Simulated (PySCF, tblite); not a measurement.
# C₅H₁₀SSeSi: geometry, infrared bands and NMR shifts

Aim: predict the infrared bands and NMR shifts of C₅H₁₀SSeSi (`CCC#C[Si@H]([SeH])SC`).

The runs use tblite 0.8.0 and PySCF 2.14.0, with density-fitted response routines of our own; the level of theory stands in each step. All values are computed, except where a source is named. Atoms are numbered from 0 throughout.

## 1. The starting structure

18 atoms, charge 0, multiplicity 1; geometry from: force field or distance geometry start.

Bonds of the start (Å): C0–C1 1.52, C1–C2 1.45, C2–C3 1.22, C3–Si4 1.81, Si4–Se5 2.29, Si4–S6 2.16, S6–C7 1.83, C0–H8 1.11, C0–H9 1.11, C0–H10 1.12, C1–H11 1.12, C1–H12 1.10, Si4–H13 1.46, Se5–H14 1.54, C7–H15 1.10, C7–H16 1.11, C7–H17 1.10.

## 2. Relaxing the molecule with GFN2-xTB

What the job is given:

```
{"job": {"kind": "relax", "xc": "GFN2-xTB", "basis": "xTB"}, "charge": 0, "multiplicity": 1}
C      2.434800     1.186500     1.201300
C      2.414300    -0.275300     0.789500
C      1.121600    -0.657800     0.253000
C      0.036300    -0.949900    -0.210000
Si    -1.587400    -1.403100    -0.872900
Se    -1.316300    -2.962000    -2.522300
S     -2.523800     0.352200    -1.716100
C     -2.678100     1.204900    -0.107600
H      3.426600     1.452400     1.617100
H      2.220600     1.832400     0.323600
H      1.652600     1.379100     1.978000
H      2.630700    -0.914400     1.688600
H      3.196100    -0.458600     0.041800
H     -2.426800    -1.958700     0.184100
H     -0.439400    -1.975800    -3.317800
H     -1.684700     1.388100     0.339200
H     -3.295900     0.596800     0.590800
H     -3.189700     2.169600    -0.272000
```

Started as:

```
$ OMP_NUM_THREADS=1 python probes_run.py task.json out
```

One launch serves the whole session: the jobs run in the order shown.

**Question.** This job is followed by: GFN2-xTB harmonic vibrations, gas phase; GIAO PBE0/pcSseg-1 NMR shielding, non-relativistic, gas phase. What will the session give for the following? strongest single infrared mode (GFN2-xTB); zero-point energy (GFN2-xTB); 13C shifts against TMS (PBE0/pcSseg-1); 1H shifts against TMS (PBE0/pcSseg-1, means over atoms taken as alike); 29Si shifts against TMS (PBE0/pcSseg-1); 77Se shifts against Me2Se (PBE0/pcSseg-1); 33S shifts against CS2 (PBE0/pcSseg-1).

As calculated:

| quantity | value |
| --- | --- |
| strongest single infrared mode (GFN2-xTB) | 636 cm⁻¹, 313 km/mol |
| zero-point energy (GFN2-xTB) | 81.1 kcal/mol |
| 13C shifts against TMS (PBE0/pcSseg-1) | 121.5, 85.9, 16.5, 16.4, 15.3 ppm |
| 1H shifts against TMS (PBE0/pcSseg-1, means over atoms taken as alike) | 5.61, 2.47, 2.46, 2.19, 1.25, 0.54 ppm |
| 29Si shifts against TMS (PBE0/pcSseg-1) | -22.1 ppm |
| 77Se shifts against Me2Se (PBE0/pcSseg-1) | -423 ppm |
| 33S shifts against CS2 (PBE0/pcSseg-1) | -165 ppm |

**Reading.** The optimisation took 111 steps and gained 0.226 eV; among the close pairs (by a distance rule), Se5–H14 changed most, from 1.541 to 1.433 Å. All 48 modes are real, so the xTB geometry is a minimum. The strongest single mode, at 636 cm⁻¹, moves mainly H13. Unscaled tight-binding wavenumbers are off by several per cent, some by more. Its intensities can rank the bands wrongly. At PBE0/pcSseg-1: The widest tensor belongs to Se5: span 545 ppm, with a paramagnetic part of -820 ppm. Spin-orbit coupling is left out, which matters for shieldings and couplings at and beside the heavy atoms.
